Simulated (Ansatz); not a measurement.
# Nb2Te2S: the cost of one run

Program: Ansatz 0.2.0. Level of theory: DFT PBE, scalar-relativistic, plane waves, PAW. These are calculated values, not measurements.

1 further run of the same task is left out (set aside as unsound or not needed).

### 1 The system as given

Symmetry: I4/mmm, No. 139, tetragonal system. The conventional cell has a = 4.712 Å, b = 4.712 Å, c = 11.031 Å, α = 90.00°, β = 90.00°, γ = 90.00°. Around Nb (site symmetry -4m2) lie 4 Te at 2.73 Å and 4 Nb at 3.33 Å and 4 S at 3.63 Å. Te (site symmetry 4mm) has 4 Nb at 2.73 Å and 1 Te at 2.76 Å as nearest neighbours. Around S (site symmetry 4/mmm) lie 10 Te at 3.61 to 4.14 Å and 8 Nb at 3.63 Å.

Coordinates:

```
Nb Te S
1.0
    -2.35598    2.35598    5.51533
     2.35598   -2.35598    5.51533
     2.35598    2.35598   -5.51533
Nb Te S
2 2 1
Cartesian
  0.0000 2.3560 2.7577
  2.3560 0.0000 2.7577
  0.0000 0.0000 4.1365
  0.0000 0.0000 6.8942
  0.0000 0.0000 0.0000
```

Recipe of the guess: species swapped into a database cell of PrSi2Pd2 (I4/mmm, No. 139), with S on the Pr sites, Te on the Si sites and Nb on the Pd sites. Lengths come from tabulated atomic sizes and are only a guess.

### 2 The guess as it stands, on a coarse mesh

input.yaml reads:

```yaml
crystal:
  lattice:
    - [-2.35597617, 2.35597617, 5.51532916]
    - [2.35597617, -2.35597617, 5.51532916]
    - [2.35597617, 2.35597617, -5.51532916]
  atoms:
    - { symbol: Nb, position: [0.75, 0.25, 0.5] }
    - { symbol: Nb, position: [0.25, 0.75, 0.5] }
    - { symbol: Te, position: [0.375, 0.375, 0.0] }
    - { symbol: Te, position: [0.625, 0.625, 0.0] }
    - { symbol: S, position: [0.0, 0.0, 0.0] }
basis:
  ecutwfc: 420
kpoints:
  mp_grid: { grid: [6, 6, 6] }
hamiltonian:
  xc: pbe
scf:
  occupations: { method: gaussian, width: 0.1 }
  lower_state_search: "off"
output:
  forces: true
  stress: true
  eigenvalues: true
```

Run with:

```
> ansatz run input.yaml --threads 1 --pin off --max-ram 2560MiB --backend cpu --events-out ev --progress --plain --runs-dir out
```

What time and memory should one allow on 1 thread of Intel Xeon 6975P-C (Granite Rapids), shared host?

About 4.1 s, with a peak of 0.52 GiB.
